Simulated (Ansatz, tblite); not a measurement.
# The cluster Mg14S14: a ladder of methods and basis sets

An exercise on one series of results from a longer session: the logs are not shown, and one member is left open.

Computed with Ansatz 0.2.0, Gaussian basis. Level: as each input shows.

The runs, in order: GFN1-xTB, GFN2-xTB, PBE-D4/def2-SVP, r2SCAN-D4/def2-SVP, ωB97M-V/def2-SVP, PBE-QIDH/def2-SVP, B3LYP-D4/def2-SVP, PBE+5HF/def2-SVP, PBE+10HF/def2-SVP, PBE+15HF/def2-SVP, PBE+35HF/def2-SVP, PBE+50HF/def2-SVP, PBE0-D4/def2-TZVP, PBE-D4/def2-TZVP, HF/STO-3G, HF/6-31G, B3LYP-D4/6-31G, MP2/def2-SVP, RPA/def2-SVP.

**The relaxed structure**

The singlet was relaxed beforehand with PBE-D4/def2-SVP, loosely relaxed.

28 atoms, charge 0, spin multiplicity 1.

Bond lengths: Mg1–S2 2.305 Å, Mg1–S8 2.459 Å, Mg1–S10 2.667 Å, S2–Mg3 2.323 Å, Mg3–S4 2.462 Å, Mg3–S24 2.562 Å, S4–Mg5 2.462 Å, S4–Mg11 2.479 Å, S4–Mg25 2.505 Å, Mg5–S6 2.323 Å, Mg5–S26 2.562 Å, S6–Mg7 2.304 Å, Mg7–S12 2.671 Å, Mg7–S14 2.459 Å, S8–Mg9 2.382 Å, S8–Mg15 2.451 Å, Mg9–S10 2.453 Å, Mg9–S16 2.425 Å and more. Angles: S2–Mg1–S8 143.9°, S2–Mg1–S10 107.8°, S8–Mg1–S10 97.5°, Mg1–S2–Mg3 87.1°, S2–Mg3–S4 140.8°, S2–Mg3–S24 125.1°, S4–Mg3–S24 93.8°, Mg3–S4–Mg5 167.7°, Mg3–S4–Mg11 94.1°, Mg3–S4–Mg25 86.4°, Mg5–S4–Mg11 94.3°, Mg5–S4–Mg25 86.5°, Mg11–S4–Mg25 78.3°, S4–Mg5–S6 140.5°, S4–Mg5–S26 93.6°, S6–Mg5–S26 125.5°, Mg5–S6–Mg7 86.8°, S6–Mg7–S12 107.9° and more.

As a file:

```xyz
28
Mg14S14
Mg    0.36424   -5.20071    0.19772
S     0.03327   -4.96950   -2.07142
Mg    0.25130   -2.67915   -1.75024
S    -1.11712   -0.64227   -1.54581
Mg   -2.19294    1.56284   -1.74889
S    -4.28804    2.51215   -2.07369
Mg   -4.31229    2.92059    0.19415
S     1.83790   -6.19116    1.89896
Mg    1.96605   -3.89031    2.50148
S     0.13329   -2.78494    1.30366
Mg   -0.82894   -0.48245    0.91150
S    -2.34162    1.50024    1.30516
Mg   -2.38869    3.65082    2.48682
S    -4.44952    4.69031    1.89552
Mg    3.81726   -5.53284    0.61151
S     3.94791   -2.96909    1.44999
Mg    2.23180   -1.42029    0.71554
S     1.35375    0.78998    1.16293
Mg   -0.12113    2.65277    0.70810
S    -0.59393    4.91274    1.45131
Mg   -2.88503    6.06429    0.60220
S     4.90799   -5.32883   -1.42972
Mg    4.03330   -3.19741   -1.21000
S     2.46596   -1.39177   -1.77206
Mg    1.04864    0.60304   -1.36837
S     0.03472    2.82696   -1.77961
Mg   -0.75074    5.08486   -1.21039
S    -2.15739    6.90913   -1.43636
```

PBE0-D4/def2-SVP was run before; its log isn't repeated, and its numbers join the tables.

The first run:

Tight binding, by tblite at 300 K electronic temperature and without a spin-polarisation term:

```python
tblite.interface.Calculator('GFN1-xTB', numbers, positions, charge=0, uhf=0).singlepoint()
```

Tight binding, by tblite at 300 K electronic temperature and without a spin-polarisation term:

```python
tblite.interface.Calculator('GFN2-xTB', numbers, positions, charge=0, uhf=0).singlepoint()
```

start.molden holds the orbitals of an earlier run on this state, given as this run's starting guess.

Input file in.yaml:

```yaml
crystal:
  periodic: [false, false, false]
  atoms:
    - {symbol: Mg, position_ang: [0.364245, -5.200710, 0.197724]}
    - {symbol: S, position_ang: [0.033269, -4.969495, -2.071420]}
    - {symbol: Mg, position_ang: [0.251296, -2.679146, -1.750241]}
    - {symbol: S, position_ang: [-1.117121, -0.642270, -1.545811]}
    - {symbol: Mg, position_ang: [-2.192936, 1.562838, -1.748894]}
    - {symbol: S, position_ang: [-4.288044, 2.512149, -2.073692]}
    - {symbol: Mg, position_ang: [-4.312286, 2.920594, 0.194154]}
    - {symbol: S, position_ang: [1.837904, -6.191156, 1.898964]}
    - {symbol: Mg, position_ang: [1.966053, -3.890307, 2.501480]}
    - {symbol: S, position_ang: [0.133290, -2.784942, 1.303661]}
    - {symbol: Mg, position_ang: [-0.828941, -0.482449, 0.911497]}
    - {symbol: S, position_ang: [-2.341618, 1.500239, 1.305156]}
    - {symbol: Mg, position_ang: [-2.388687, 3.650818, 2.486819]}
    - {symbol: S, position_ang: [-4.449519, 4.690309, 1.895518]}
    - {symbol: Mg, position_ang: [3.817264, -5.532839, 0.611513]}
    - {symbol: S, position_ang: [3.947914, -2.969095, 1.449986]}
    - {symbol: Mg, position_ang: [2.231802, -1.420289, 0.715545]}
    - {symbol: S, position_ang: [1.353748, 0.789976, 1.162928]}
    - {symbol: Mg, position_ang: [-0.121126, 2.652772, 0.708104]}
    - {symbol: S, position_ang: [-0.593928, 4.912744, 1.451305]}
    - {symbol: Mg, position_ang: [-2.885030, 6.064292, 0.602204]}
    - {symbol: S, position_ang: [4.907990, -5.328835, -1.429720]}
    - {symbol: Mg, position_ang: [4.033300, -3.197415, -1.209997]}
    - {symbol: S, position_ang: [2.465956, -1.391771, -1.772061]}
    - {symbol: Mg, position_ang: [1.048637, 0.603043, -1.368369]}
    - {symbol: S, position_ang: [0.034725, 2.826960, -1.779608]}
    - {symbol: Mg, position_ang: [-0.750742, 5.084855, -1.210390]}
    - {symbol: S, position_ang: [-2.157392, 6.909130, -1.436356]}
basis:
  gaussian: {orbitals: def2-SVP, fitting: {mean_field: def2-universal-jkfit}, initial_orbitals: start.molden}
hamiltonian: {xc: pbe, dispersion: d4}
scf: {omitted_lower_state_checks: [starts]}
output: {forces: true, orbitals: {seedname: orbitals}}
```

Launch:

```console
ansatz run in.yaml --threads 2 --pin off --events-out ev --progress --plain --max-ram 32768MiB --backend cuda --devices 0, --max-vram 18GiB
```

Among the steps run: PBE-D4/def2-SVP; r2SCAN-D4/def2-SVP; ωB97M-V/def2-SVP; PBE-QIDH/def2-SVP; B3LYP-D4/def2-SVP; PBE+5HF/def2-SVP; PBE+10HF/def2-SVP; PBE+15HF/def2-SVP; PBE+35HF/def2-SVP; PBE+50HF/def2-SVP; PBE0-D4/def2-TZVP; PBE-D4/def2-TZVP; HF/STO-3G; HF/6-31G; B3LYP-D4/6-31G; MP2/def2-SVP; RPA/def2-SVP.

One of the session's tables, all rows but one given; the rest of the session is left out.

It belongs to the step «Binding energy». 

```
             level  binding an atom (eV)
         HF/STO-3G                 3.675
          HF/6-31G                 2.004
       HF/def2-SVP                 2.389
   PBE-D4/def2-SVP                 3.344
  PBE-D4/def2-TZVP                 3.292
r2SCAN-D4/def2-SVP                 3.445
    B3LYP-D4/6-31G                     ?
 B3LYP-D4/def2-SVP                 3.172
  PBE0-D4/def2-SVP                 3.327
 PBE0-D4/def2-TZVP                 3.281
  ωB97M-V/def2-SVP                 3.294
 PBE-QIDH/def2-SVP                 3.273
      RPA/def2-SVP                 2.811
      MP2/def2-SVP                 3.201
```

**Question.** Estimate the row for B3LYP-D4/6-31G.

**Answer.** binding an atom (eV): 2.840. In the column «binding an atom (eV)» it lies between RPA/def2-SVP (2.811) and B3LYP-D4/def2-SVP (3.172).

Caveats from the session: Free atoms were run apart at each level; binding is atoms less cluster, divided by the number of atoms, without zero-point or spin-orbit terms.
